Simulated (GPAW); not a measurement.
# GaGe3 (P6_3/mmc) in GPAW: equation of state

Aim: energy against volume of GaGe3 in PBEsol, for its equilibrium volume and stiffness.

All numbers are computed with GPAW 26.7.0; they aren't measurements. Logs are shortened: lines on timing, memory, paths and dates and some standing lists are left out, and cuts for length are marked. The log counts tension as positive stress, the text compression.

## Step 1: The crystal as given

Symmetry: P6_3/mmc, No. 194, hexagonal system. Conventional cell: a = 5.985 Å, b = 5.985 Å, c = 5.035 Å, α = 90.00°, β = 90.00°, γ = 120.00°. Ge (site symmetry mm2) has 8 Ge at 2.94 to 3.05 Å and 4 Ga at 2.99 to 3.07 Å as nearest neighbours. Ga (site symmetry -6m2) is surrounded by 12 Ge at 2.99 to 3.07 Å.

The cell comes from a database or a generator and needn't be the stable form of this composition.

## Step 2: Equation of state, PBEsol

run.py reads:

```python
from ase import Atoms
from ase.eos import EquationOfState
from ase.io import Trajectory
from ase.units import GPa
from gpaw import GPAW, PW, setup_paths

setup_paths.insert(0, '.')

atoms = Atoms(['Ge', 'Ge', 'Ge', 'Ge', 'Ge', 'Ge', 'Ga', 'Ga'],
              cell=[[5.9850359054, 0.0, 0.0],
                    [-2.9925179527, 5.1831931366, 0.0],
                    [0.0, 0.0, 5.034952]],
              scaled_positions=[[0.163561505, 0.32712301, 0.25],
                                [0.163561505, 0.836438495, 0.25],
                                [0.67287699, 0.836438495, 0.25],
                                [0.836438495, 0.67287699, 0.75],
                                [0.836438495, 0.163561505, 0.75],
                                [0.32712301, 0.163561505, 0.75],
                                [0.3333333333, 0.6666666667, 0.75],
                                [0.6666666667, 0.3333333333, 0.25]],
              pbc=True)

traj = Trajectory('eos.traj', 'w')
volumes, energies = [], []
for x in [0.94, 0.96, 0.98, 1.0, 1.02, 1.04, 1.06]:
    a = atoms.copy()
    a.set_cell(atoms.cell * x**(1 / 3), scale_atoms=True)
    calc = GPAW(mode=PW(600),
                xc='PBEsol',
                kpts={'size': (5, 5, 5), 'gamma': True},
                occupations={'name': 'fermi-dirac', 'width': 0.05},
                nbands=31,
                convergence={'density': 1e-05, 'energy': 1e-05},
                maxiter=150,
                txt=f'eos-{x:.2f}.txt')
    a.calc = calc
    energies.append(a.get_potential_energy(force_consistent=True))
    volumes.append(a.get_volume())
    p = -a.get_stress()[:3].mean() / GPa
    calc.write(f'eos-{x:.2f}.gpw')
    traj.write(a)
    print(f'{x:.2f} {volumes[-1]:10.4f} A^3 {energies[-1]:14.6f} eV {p:9.3f} GPa', flush=True)

v0, e0, B = EquationOfState(volumes, energies, eos='birchmurnaghan').fit()
print(f'V0 = {v0:.4f} A^3, E0 = {e0:.6f} eV, B0 = {B / GPa:.2f} GPa')
```

Potentials or basis: PAW data sets generated in the run's folder for this functional, pw.

Started as:

```console
gpaw-setup -f PBEsol Ga Ge
OMP_NUM_THREADS=1 python run.py
```

The program printed:

```text
__  _  _
 | _ |_)|_||  |
 |__||  | ||/\| - 26.7.0

Input parameters:
  mode=PW(ecut=600.0),
  convergence={'density': 1e-05, 'energy': 1e-05},
  kpts=MonkhorstPack(size=(5, 5, 5), gamma=True),
  maxiter=150,
  nbands=31,
  occupations=Occupations(name='fermi-dirac', width=0.05),
  xc=XC(name='PBEsol')

Diagonalizing LCAO Hamiltonian
Converting LCAO to pw mode

             Ga     Ge

              Ge      Ge
         Ge      Ge

           Ge     Ga

Atoms  # Å, Bohr magnetons
|   | symbol |         x |        y |        z |    initial magnetic moments |
|---|--------|-----------|----------|----------|-----------------------------|
| 0 |     Ge |  0.000000 | 1.660929 | 1.233042 | ( 0.0000,  0.0000,  0.0000) |
| 1 |     Ge | -1.493022 | 4.246919 | 1.233042 | ( 0.0000,  0.0000,  0.0000) |
| 2 |     Ge |  1.493022 | 4.246919 | 1.233042 | ( 0.0000,  0.0000,  0.0000) |
| 3 |     Ge |  2.931429 | 3.416455 | 3.699127 | ( 0.0000,  0.0000,  0.0000) |
| 4 |     Ge |  4.424451 | 0.830465 | 3.699127 | ( 0.0000,  0.0000,  0.0000) |
| 5 |     Ge |  1.438407 | 0.830465 | 3.699127 | ( 0.0000,  0.0000,  0.0000) |
| 6 |     Ga | -0.000000 | 3.384923 | 3.699127 | ( 0.0000,  0.0000,  0.0000) |
| 7 |     Ga |  2.931429 | 1.692461 | 1.233042 | ( 0.0000,  0.0000,  0.0000) |

Unit cell  # Å
| periodic |         x |        y |        z |  lengths |     angles |
|----------|-----------|----------|----------|----------|------------|
|      yes |  5.862858 | 0.000000 | 0.000000 | 5.862858 |  90.000000 |
|      yes | -2.931429 | 5.077384 | 0.000000 | 5.862858 |  90.000000 |
|      yes |  0.000000 | 0.000000 | 4.932169 | 4.932169 | 120.000000 |

Number of symmetries: 12
Symmetry operations  # r_c * U_cc + t_c -> r_c
|    | kind |            matrix            |
|----|------|------------------------------|
|  0 |  σ   |  1, 1, 0,  0,-1, 0,  0, 0, 1 |
|  1 |  S6  |  1, 1, 0, -1, 0, 0,  0, 0,-1 |
|  2 |  E   |  1, 0, 0,  0, 1, 0,  0, 0, 1 |
|  3 |  C2  |  1, 0, 0, -1,-1, 0,  0, 0,-1 |
|  4 |  C2  |  0, 1, 0,  1, 0, 0,  0, 0,-1 |
|  5 |  C3  |  0, 1, 0, -1,-1, 0,  0, 0, 1 |
|  6 |  S6  |  0,-1, 0,  1, 1, 0,  0, 0,-1 |
|  7 |  σ   |  0,-1, 0, -1, 0, 0,  0, 0, 1 |
|  8 |  σ   | -1, 0, 0,  1, 1, 0,  0, 0, 1 |
|  9 |  i   | -1, 0, 0,  0,-1, 0,  0, 0,-1 |
| 10 |  C3  | -1,-1, 0,  1, 0, 0,  0, 0, 1 |
| 11 |  C2  | -1,-1, 0,  0, 1, 0,  0, 0,-1 |

BZ-sampling:
  Number of BZ points: 125
  Number of IBZ points: 19

  Monkhorst-Pack size: [5, 5, 5]
  Monkhorst-Pack shift: [0, 0, 0]

K-points  # in reciprocal-cell coordinates
|     |                                coordinates |     weight |
|-----|--------------------------------------------|------------|
|   0 | (  0.00000000,   0.00000000,   0.00000000) | 0.00800000 |
|   1 | (  0.00000000,   0.00000000,   0.20000000) | 0.01600000 |
|   2 | (  0.00000000,   0.00000000,   0.40000000) | 0.01600000 |
|   3 | (  0.20000000,   0.00000000,  -0.40000000) | 0.04800000 |
|   4 | (  0.20000000,   0.00000000,  -0.20000000) | 0.04800000 |
|   5 | (  0.20000000,   0.00000000,   0.00000000) | 0.04800000 |
|   6 | (  0.20000000,   0.00000000,   0.20000000) | 0.04800000 |
|   7 | (  0.20000000,   0.00000000,   0.40000000) | 0.04800000 |
|   8 | (  0.40000000,  -0.20000000,   0.00000000) | 0.04800000 |
|   9 | (  0.40000000,  -0.20000000,   0.20000000) | 0.09600000 |
| ... |                                            |            |
|  18 | (  0.40000000,   0.40000000,   0.40000000) | 0.09600000 |

Plane wave coefficients: 4933
Cutoff: 600.0 eV

Spin-components: 1 (collinear spins)
Bands:           31
Projectors:      40
Spin-degeneracy: 2
Datatype:        complex128

Parallelization:
  kpt:    1
  domain: 1
  band:   1

Density:
  Valence electrons: 30.0
  Components: 1
  Grid points: [35 35 28]
  Charge: 0.0  # |e|

Potential:
  Grid points: [35 35 28]

species:
  Ge:
    name:    Germanium
    Z:       32.0
    valence: 4
    core:    28
    charge:  0.0  # [|e|]
    compensation charges:
      type: gauss
      rc: 0.32  # [Å]
      lmax: 2
    cutoffs:
      filter: 1.77  # [Å]
      core: 3.42  # [Å]
    projectors
    | kind |    occ | energy [eV] | rcut [Å] |
    |------|--------|-------------|----------|
    |   4s |  2.000 |     -11.738 |    1.005 |
    |   4p |  2.000 |      -3.898 |    1.005 |
    |    s |        |      15.473 |    1.005 |
    |    p |        |      23.314 |    1.005 |
    |    d |        |       0.000 |    1.005 |

    Using partial waves for Ge as LCAO basis

  Ga:
    name:    Gallium
    Z:       31.0
    valence: 3
    core:    28
    charge:  0.0  # [|e|]
    compensation charges:
      type: gauss
      rc: 0.37  # [Å]
      lmax: 2
    cutoffs:
      filter: 2.06  # [Å]
      core: 4.17  # [Å]
    projectors
    | kind |    occ | energy [eV] | rcut [Å] |
    |------|--------|-------------|----------|
    |   4s |  2.000 |      -8.959 |    1.164 |
    |   4p |  1.000 |      -2.572 |    1.164 |
    |    s |        |      18.252 |    1.164 |
    |    p |        |      24.640 |    1.164 |
    |    d |        |       0.000 |    1.164 |

    Using partial waves for Ga as LCAO basis

Reference energy: -448023.430416  # eV

eigensolver:
  PPCG
  Converge bands: occupied
  niter=2

density mixing:
  MSR1-Mixer
  Pratt-step length: 0.05
  Maximum mixing coefficient: 0.75
  Old densities: 10
  SVD Regularization: 0.005
  Good broyden scale: 1.0
  Trust region scale: 1.0
  Backstep threshold: 4.0
  History deletion threshold: 6.0
  Fourier metric: weight=20.0, sigma=0.015

occupation numbers:
  Fermi-Dirac:
    width: 0.0500  # eV

poisson solver:
  ecut: 4800.0  # eV

xc functional:
  name: PBEsol with 2 nearest neighbor stencil

convergence criteria:
[... 6 lines left out ...]
|iter     | |      energy | eigst |  dens |
|---------|-|-------------|-------|-------|
|iter:   1| |  -34.700991 | -0.61 |       |
|iter:   2| |  -34.690919 | -2.85 | -1.22 |
|iter:   3| |  -34.585028 | -3.37 | -1.25 |
|iter:   4| |  -34.577500 | -4.17 | -1.84 |
|iter:   5| |  -34.577447 | -5.36 | -2.91 |
|iter:   6| |  -34.577421c| -6.44 | -3.36 |
|iter:   7| |  -34.577428c| -7.38 | -3.84 |
|iter:   8| |  -34.577428c| -8.12c| -4.50 |
|iter:   9| |  -34.577428c| -8.94c| -5.16c|

Converged in 9 steps
Energy contributions relative to reference atoms: (reference = -448023.430416)

Energy contributions:
  Kinetic:          63.751397
  Coulomb:         -55.062979
  Zero:             -0.030455
  External:          0.000000
  Xc:              -43.218765
  Entropy:          -0.033249
  Spinorbit:         0.000000
  ----------------------------
  Free energy:     -34.594052
  Extrapolated:    -34.577428

dipole moment: (0.000504, 0.000874, 0.000849)  # |e|*Ang

Fermi level: 7.658
Eigenvalues  # (at kpt = [0.000, 0.000, 0.000])
| band index |      eig [eV] | occ [0-2] |
|------------|---------------|-----------|
|          0 |        -5.309 |     2.000 |
|        ... |               |           |
|          9 |         5.129 |     2.000 |
|         10 |         5.129 |     2.000 |
|         11 |         6.206 |     2.000 |
|         12 |         6.396 |     2.000 |
|         13 |         6.396 |     2.000 |
|         14 |         6.770 |     2.000 |
[... 8 lines left out ...]
|         23 |        11.546 |     0.000 |
|         24 |        14.913 |     0.000 |
|        ... |               |           |
|         30 |        16.748 |     0.000 |

No gap
No difference between direct/indirect transitions

Stress tensor  # eV/Ang^3
|        x |         y |        z |
|----------|-----------|----------|
| 0.003140 | -0.000000 | 0.000000 |
| 0.000000 |  0.003140 | 0.000000 |
| 0.000000 |  0.000000 | 0.005037 |

# Writing to eos-0.94.gpw (mode='')
```

Run time: 13 min. Hardware: 1 thread of Intel Xeon at 2.50GHz (Skylake/Cascade Lake), shared host; peak memory 0.53 GiB.

What came out:

```yaml
Equilibrium_volume: "18.21 Å³/atom (rough: see the caveat)"
Bulk_modulus_at_fixed_shape_and_positions: 75 GPa (rough)
```

Energy against volume, from the lowest point:
```csv
volume (Å³/atom),energy (meV/atom)
18.353,0.00
18.743,3.18
19.134,9.66
19.524,19.06
19.915,31.04
20.305,45.30
20.695,61.57
```

Caveat: the minimum lies outside the volumes run; the cell was scaled at fixed shape and fractional positions, which overstates the stiffness of a crystal with free parameters, most of all of layers and chains.
